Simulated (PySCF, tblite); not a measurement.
**C9H14O: geometry, infrared bands and NMR shifts**

Aim: predict the infrared bands and NMR shifts of C9H14O (`C=CC(=C)/C=C\OC(C)C`).

The runs use tblite 0.8.0 and PySCF 2.14.0, with density-fitted response routines of our own; the level of theory stands in each step. All values are computed, except where a source is named. Atoms are numbered from 0 throughout.

## Step 1: The starting structure

24 atoms, charge 0, multiplicity 1; geometry from: force field or distance geometry start.

Bonds of the start (Å): C0–C1 1.28, C1–C2 1.43, C2–C3 1.37, C2–C4 1.44, C4–C5 1.29, C5–O6 1.36, O6–C7 1.41, C7–C8 1.51, C7–C9 1.52, C0–H10 1.06, C0–H11 1.13, C1–H12 1.15, C3–H13 1.07, C3–H14 1.06, C4–H15 1.14, C5–H16 1.10, C7–H17 1.10, C8–H18 1.13, C8–H19 1.11, C8–H20 1.12, C9–H21 1.12, C9–H22 1.09, C9–H23 1.11.

## Step 2: Relaxing the molecule with GFN2-xTB

What the job is given:

```
{"job": {"kind": "relax", "xc": "GFN2-xTB", "basis": "xTB"}, "charge": 0, "multiplicity": 1}
C      2.132600     1.243000    -0.425800
C      2.578600     0.070000    -0.186900
C      2.039700    -1.221800     0.093100
C      2.994200    -2.181900     0.286500
C      0.710500    -1.755000     0.205900
C     -0.466100    -1.231900     0.083900
O     -0.674500     0.082300    -0.191500
C     -1.693800     0.760300     0.514100
C     -1.730100     2.188800     0.027400
C     -3.044300     0.071800     0.370200
H      1.156100     1.640200    -0.511600
H      2.917200     2.034200    -0.586700
H      3.730900     0.057900    -0.162500
H      2.721900    -3.191400     0.500900
H      4.006100    -1.862600     0.232900
H      0.673100    -2.864500     0.443000
H     -1.358100    -1.860500     0.219900
H     -1.438600     0.741400     1.582900
H     -1.025400     2.750000     0.705900
H     -1.261100     2.242500    -0.978400
H     -2.752200     2.647300     0.063700
H     -3.224100    -0.526000     1.294100
H     -3.103100    -0.593000    -0.495700
H     -3.901300     0.778600     0.287000
```

Command:

```sh
$ OMP_NUM_THREADS=1 python probes_run.py task.json out
```

This one command runs all jobs of the session in turn.

**Question.** This job is followed by: GFN2-xTB harmonic vibrations, gas phase; GIAO PBE0/pcSseg-1 NMR shielding, non-relativistic, gas phase. Predict these results of the whole session: strongest single infrared mode (GFN2-xTB); zero-point energy (GFN2-xTB); ¹³C shifts against TMS (PBE0/pcSseg-1, means over atoms taken as alike); ¹H shifts against TMS (PBE0/pcSseg-1, means over atoms taken as alike); ¹⁷O shifts against H2O (PBE0/pcSseg-1).

As calculated:

| quantity | value |
| --- | --- |
| strongest single infrared mode (GFN2-xTB) | 1671 cm⁻¹, 223 km/mol |
| zero-point energy (GFN2-xTB) | 127.2 kcal/mol |
| ¹³C shifts against TMS (PBE0/pcSseg-1, means over atoms taken as alike) | 153.1, 152.8, 150.3, 118.0, 116.4, 114.6, 79.0, 25.0 ppm |
| ¹H shifts against TMS (PBE0/pcSseg-1, means over atoms taken as alike) | 7.31, 6.05, 5.61, 5.32, 5.23, 5.15, 4.92, 3.86, 1.25 ppm |
| ¹⁷O shifts against H2O (PBE0/pcSseg-1) | 159.4 ppm |

Relaxing lowered the energy by 1.228 eV in 240 steps; the close pair that moved most is C1–H12, from 1.153 to 1.080 Å. No mode is imaginary among the 66: a minimum at this level. The strongest single mode, at 1671 cm⁻¹, moves mainly C5 and C4. Unscaled tight-binding wavenumbers are off by several per cent, some by more. Its intensities can rank the bands wrongly.
